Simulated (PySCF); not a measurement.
# The bond of GaC+, level by level

An exercise on one series of results from a longer session: the logs are not shown, and one member is left open.

The runs use PySCF 2.14.0; Ga cc-pVDZ-PP with ECP10, C cc-pVDZ, scalar-relativistic core potentials.

The first run:

The job is set up so:

```
atoms                         : Ga, C
charge                        : 1
basis                         : Ga cc-pVDZ-PP with ECP10, C cc-pVDZ
Hamiltonian                   : scalar-relativistic core potentials
basis functions               : 37
electrons treated             : 26
masses in u                   : 68.9256, 12.0000
levels                        : PBE0, PBE, r²SCAN, M06-2X, r²SCAN0, revPBE, HF, MP2, SCS-MP2, CCSD, CCSD(T)
grid                          : 80 radial by 434 angular points
occupations                   : held fixed by the projection of orbital angular momentum
dissociation limit            : Ga+ + C, each in its ground configuration
starting distance in angstrom : 2.015
values of 2S to try           : 0, 2
```

Run with:

```console
> OMP_NUM_THREADS=1 python dia.py task.json out
```

Among the steps run: Set-up; PBE0 along the bond; Higher solutions at PBE0; PBE (GGA); r²SCAN; M06-2X (hybrid meta-GGA); r²SCAN0 (hybrid meta-GGA); revPBE (GGA); UHF (mean field); Adding correlation.

One of the session's tables, all rows but one given; the rest of the session is left out.

Energy (eV) from each level's lowest point:

| R (Å) | UHF | UHF-MP2 | UHF-SCS-MP2 | UHF-CCSD | UHF-CCSD(T) |
| --- | --- | --- | --- | --- | --- |
| 2.275 | 0.395 | 0.259 | 0.287 | n/a | n/a |
| 2.381 | 0.253 | 0.148 | 0.170 | 0.138 | 0.120 |
| 2.486 | 0.155 | 0.076 | 0.092 | 0.070 | 0.057 |
| 2.566 | 0.103 | 0.041 | 0.054 | 0.037 | 0.028 |
| 2.645 | ? | ? | ? | ? | ? |
| 2.724 | 0.038 | 0.006 | 0.011 | 0.005 | 0.001 |
| 2.830 | 0.016 | 0.000 | 0.000 | 0.000 | 0.000 |
| 2.962 | 0.002 | 0.005 | 0.000 | 0.005 | 0.009 |
| 3.121 | 0.000 | 0.021 | 0.012 | 0.022 | 0.029 |
| 3.333 | 0.010 | 0.052 | 0.037 | n/a | n/a |

Q: Estimate the row for R (Å) = 2.645 from the others.

Worked estimate for «UHF». A straight line through the neighbours (2.566, 0.103) and (2.724, 0.038) gives 0.103 + (0.038 − 0.103) × (2.645 − 2.566) / (2.724 − 2.566) = 0.070; a parabola fitted to 4 rows on both sides gives 0.065.

As computed: UHF: 0.065; UHF-MP2: 0.019; UHF-SCS-MP2: 0.027; UHF-CCSD: 0.017; UHF-CCSD(T): 0.010. In «UHF» the line misses by +0.005 and the parabola by 0.000.
